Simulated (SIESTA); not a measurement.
Crystal: MnAs.

```
As Mn
1.0
     3.71000    0.00000    0.00000
    -1.85500    3.21295    0.00000
     0.00000    0.00000    5.69100
As Mn
2 2
Cartesian
  1.8550 1.0710 4.2683
  0.0000 2.1420 1.4227
  0.0000 0.0000 2.8455
  0.0000 0.0000 0.0000
```

Base run:

* Program: SIESTA 5.4.2
* Functional: PBEsol
* Potentials or basis: PseudoDojo 0.4 standard (PBEsol files)
* Basis: DZ (energy shift 0.003 Ry; two zetas on semicore shells)
* Grid cutoff: 800 Ry
* Energy shift: 0.003 Ry
* k mesh: 8 × 8 × 5
* Occupations: fermi-dirac, width 0.05 eV
* Spin: collinear spin, ferromagnetic start
* Starting moments: [0.0, 0.0, 4.0, 4.0] μB

Its results: band gap on the k mesh none (metal or under the smearing width); pressure -8.1 GPa; net moment 6.59 μB per cell; site moments As -0.21; Mn +3.50 μB.

Task: After a change of settings the same cell gave: band gap on the k mesh none (metal or under the smearing width); pressure 3.1 GPa; net moment 6.91 μB per cell; site moments As -0.25; Mn +3.70 μB. Which change was it?
A. basis from DZ (energy shift 0.003 Ry; two zetas on semicore shells) to SZ (energy shift 0.003 Ry)
B. basis from DZ (energy shift 0.003 Ry; two zetas on semicore shells) to TZDP (energy shift 0.003 Ry; two zetas on semicore shells)
C. basis from DZ (energy shift 0.003 Ry; two zetas on semicore shells) to SZP (energy shift 0.003 Ry)
D. basis from DZ (energy shift 0.003 Ry; two zetas on semicore shells) to DZP (energy shift 0.003 Ry; two zetas on semicore shells)

Result: A.

Caveats: the basis has no polarisation orbitals; short orbitals over semicore shells can move pressures by several GPa; the basis of atomic orbitals isn't converged, which shifts pressures, moduli and gaps; only a ferromagnetic start was run, and an antiferromagnetic order may lie lower in energy.
